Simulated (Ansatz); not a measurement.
# One shape, several levels: doublet GeS−

Wanted: a comparison of 6 runs (UHF/aug-cc-pVTZ, UB3LYP/6-31G*, U-r2SCAN0/aug-cc-pVTZ, UHSE06/aug-cc-pVTZ, UPBE-QIDH/aug-cc-pVTZ, UCCSD/aug-cc-pVTZ) of doublet GeS−. 

The results are computed with Ansatz 0.2.0.

30 further runs of the same task are left out: 30 set aside as unsound or not needed.

### Step 1. The structure to begin with

The species is GeS− (2 atoms), meant as a doublet with charge -1. As SMILES of the parent species, `[S+]#[Ge-]`. The bond length is the one measured for the parent species. That shape belongs to the parent species and isn't relaxed for this state.

Bond lengths: S1–Ge2 2.012 Å.

### Step 2. The energy at UHF/aug-cc-pVTZ (run 1)

Input file in.yaml:

```yaml
crystal:
  periodic: [false, false, false]
  atoms:
    - symbol: S
      position_ang: [0.000000, 0.000000, 0.000000]
    - symbol: Ge
      position_ang: [0.000000, 0.000000, 2.012086]
basis:
  gaussian: {orbitals: aug-cc-pVTZ}
total_charge: -1
magnetization: {spin_polarized: true, initial_magnetization: 1}
hamiltonian: {xc: hf}
accuracy: high
output: {orbitals: {seedname: orbitals}}
```

Started as:

```console
ansatz run in.yaml --threads 1 --pin off --max-ram 3480MiB --events-out events.jsonl --progress --plain --runs-dir runs
```

The program printed:

```text
Warning: RAYON_NUM_THREADS=1 ignored (pool sized by the plan → 1); use --threads N
Functional definition: HF
  name "HF"
  exchange = exact_x
  correlation = 0
1389 factors; integrals over basis functions are off by at most 4.7e-9 eV
mean field evaluation 1: about -67292.3015 eV, gradient 1.0e1 eV
mean field evaluation 2: about -67292.4238 eV, gradient 1.0e1 eV
mean field evaluation 4: about -67293.5409 eV, gradient 1.6e0 eV
mean field evaluation 8: about -67293.6673 eV, gradient 5.5e-1 eV
mean field evaluation 16: about -67293.6952 eV, gradient 6.4e-5 eV
mean field evaluation 32: about -67293.6859 eV, gradient 2.6e-1 eV
mean field evaluation 64: about -67292.1681 eV, gradient 7.1e0 eV
mean field evaluation 96: about -67293.6467 eV, gradient 9.0e-1 eV
mean field evaluation 128: about -67292.3191 eV, gradient 8.0e-1 eV
mean field evaluation 160: about -67292.3482 eV, gradient 6.0e0 eV
mean field evaluation 192: about -67287.9840 eV, gradient 6.4e0 eV
mean field evaluation 224: about -67275.5296 eV, gradient 2.7e1 eV
mean field -67293.69517173 eV, -2472.9976842561 hartree, gradient 2.7e-8 eV, S^2 0.768992; 2 other end points of the search recorded, 0 dependent functions left out
reference -67293.69517173 eV, -2472.9976842561 hartree; 25, 24 occupied and 84, 85 virtual orbitals, 1389 factors
Total energy: -67293.69517173 eV, -2472.9976842561 hartree
```

Run time: 17 s. Hardware: 1 thread of Arm Neoverse V1, shared host; peak memory 0.46 GiB.

### Step 3. A single-point energy at UB3LYP/6-31G(d) (Cartesian functions) (run 2)

Input file molecule.yaml:

```yaml
crystal:
  periodic: [false, false, false]
  atoms:
    - symbol: S
      position_ang: [0.000000, 0.000000, 0.000000]
    - symbol: Ge
      position_ang: [0.000000, 0.000000, 2.012086]
basis:
  gaussian:
    orbitals: "6-31G*"
total_charge: -1
magnetization:
  spin_polarized: true
  initial_magnetization: 1
hamiltonian:
  xc: {name: B3LYP}
accuracy: high
output:
  orbitals: {seedname: orbitals}
```

Started as:

```console
ansatz run molecule.yaml --threads 1 --pin off --max-ram 3480MiB --events-out events.jsonl --progress --plain --runs-dir runs
```

The program printed:

```text
Warning: RAYON_NUM_THREADS=1 ignored (pool sized by the plan → 1); use --threads N
Functional definition: B3LYP
  name "B3LYP"
  parameter a0 = 0.2
  parameter ax = 0.72
  parameter ac = 0.81
  exchange = (1 - a0 - ax)*slater_x + ax*b88_x + a0*exact_x
  correlation = (1 - ac)*vwn_rpa_c + ac*lyp_c
868 factors; integrals over basis functions are off by at most 3.7e-9 eV
mean field evaluation 1: about -67347.5436 eV, gradient 1.4e1 eV
mean field evaluation 2: about -67346.5903 eV, gradient 1.8e1 eV
mean field evaluation 4: about -67348.3079 eV, gradient 9.3e-1 eV
mean field evaluation 8: about -67348.3483 eV, gradient 4.4e-2 eV
mean field evaluation 16: about -67348.3484 eV, gradient 1.9e-5 eV
mean field evaluation 32: about -67348.3484 eV, gradient 2.5e-8 eV
mean field -67348.34839849 eV, -2475.0061532944 hartree, gradient 3.3e-8 eV, S^2 0.752011; 1 other end points of the search recorded, 0 dependent functions left out
reference -67348.34842373 eV, -2475.0061542218 hartree; 25, 24 occupied and 29, 30 virtual orbitals, 868 factors
Total energy: -67348.34842373 eV, -2475.0061542218 hartree
```

Run time: 7.5 s. Hardware: 1 thread of Arm Neoverse V1, shared host; peak memory 0.19 GiB.

Runs 3 to 4 aren't shown in full; the table further down has their settings and results.

### Step 4. A single-point energy at UPBE-QIDH/aug-cc-pVTZ (run 5)

Input file run.yaml:

```yaml
crystal:
  periodic: [false, false, false]
  atoms:
    - symbol: S
      position_ang: [0.000000, 0.000000, 0.000000]
    - symbol: Ge
      position_ang: [0.000000, 0.000000, 2.012086]
basis:
  gaussian:
    orbitals: aug-cc-pVTZ
output: {orbitals: {seedname: orbitals}}
total_charge: -1
magnetization:
  spin_polarized: true
  initial_magnetization: 1
hamiltonian:
  xc: {name: PBE-QIDH}
correlation:
  frozen_orbitals: {Ge: 9, S: 5}
accuracy: high
```

Started as:

```console
ansatz run run.yaml --threads 1 --pin off --max-ram 3480MiB --events-out events.jsonl --progress --plain --runs-dir runs
```

The program printed, cut to the lines that bear on the results:

```text
Warning: RAYON_NUM_THREADS=1 ignored (pool sized by the plan → 1); use --threads N
Functional definition: PBE-QIDH
  name "PBE-QIDH"
[...]
1389 factors; integrals over basis functions are off by at most 4.7e-9 eV
[...]
mean field -67330.05123519 eV, -2474.3337449452 hartree, gradient 4.0e-8 eV, S^2 0.761279; 0 other end points of the search recorded, 0 dependent functions left out
14 core orbitals not correlated: weight in the atoms' cores, before any rotation towards them, 1.000 or more for the frozen orbitals, at most 0.000 for the correlated occupied ones
reference -67330.05123620 eV, -2474.3337449826 hartree; 11, 10 occupied and 84, 85 virtual orbitals, 1389 factors
second order -10.76172861 eV of doubles, -0.00000000 eV of singles
Total energy: -67333.63847907 eV, -2474.4655737265 hartree
```

Wall time 21 s (1 thread of Arm Neoverse V1, shared host); peak memory 0.39 GiB.

### Step 5. A single-point energy at UCCSD/aug-cc-pVTZ (run 6)

Input file molecule.yaml:

```yaml
crystal:
  periodic: [false, false, false]
  atoms:
    - {symbol: S, position_ang: [0.000000, 0.000000, 0.000000]}
    - {symbol: Ge, position_ang: [0.000000, 0.000000, 2.012086]}
basis:
  gaussian:
    orbitals: aug-cc-pVTZ
total_charge: -1
magnetization:
  spin_polarized: true
  initial_magnetization: 1
correlation:
  method: ccsd
  frozen_orbitals: {Ge: 9, S: 5}
accuracy: high
scf:
  omitted_lower_state_checks: [cluster_reference, increment]
```

Started as:

```console
ansatz run molecule.yaml --threads 1 --pin off --max-ram 3480MiB --events-out events.jsonl --progress --plain --runs-dir runs
```

The program printed:

```text
Warning: RAYON_NUM_THREADS=1 ignored (pool sized by the plan → 1); use --threads N
[... 15 lines left out ...]
14 core orbitals not correlated: weight in the atoms' cores, before any rotation towards them, 1.000 or more for the frozen orbitals, at most 0.000 for the correlated occupied ones
[... 28 lines left out ...]
Total energy: -67303.50264278 eV, -2473.3581021697 hartree
Checks for a lower state left out: cluster_reference, increment
```

Run time: 39 s. Hardware: 1 thread of Arm Neoverse V1, shared host; peak memory 0.96 GiB.

### Step 6. All runs side by side

| run | level | Cartesian functions | frozen core orbitals | energy (Eh) | HOMO energy (eV) | LUMO energy (eV) | ⟨S²⟩ | wall time |
| --- | --- | --- | --- | --- | --- | --- | --- | --- |
| 1 | UHF/aug-cc-pVTZ | no | – | -2472.997684 | -0.80 | 4.21 | 0.769 | 17 s |
| 2 | UB3LYP/6-31G* (Cartesian functions) | yes | – | -2475.006154 | 2.02 | 3.34 | 0.752 | 7.5 s |
| 3 | U-r2SCAN0/aug-cc-pVTZ | no | – | -2475.243844 | 1.02 | 2.81 | 0.758 | 51 s |
| 4 | UHSE06/aug-cc-pVTZ | no | – | -2474.897379 | 1.50 | 2.35 | 0.755 | 71 s |
| 5 | UPBE-QIDH/aug-cc-pVTZ | no | 14 | -2474.465574 | -0.12 | 3.73 | 0.761 | 21 s |
| 6 | UCCSD/aug-cc-pVTZ | no | 14 | -2473.358102 | – | – | 0.769 | 39 s |

### Step 7. Results

```
                                           quantity           value
                                run 6: total energy  -2473.35810 Eh
run 6: correlation energy (14 core orbitals frozen)      -360.4 mEh
           run 6: ⟨S²⟩ of the reference determinant           0.769
                               run 6: T1 diagnostic           0.018
```

Totals of different functionals can't be ranked against each other. In runs 2, 3, 4 the HOMO lies above zero, so the outermost electron may be held by the basis alone. All runs together took 3.4 min, the longest 71 s.
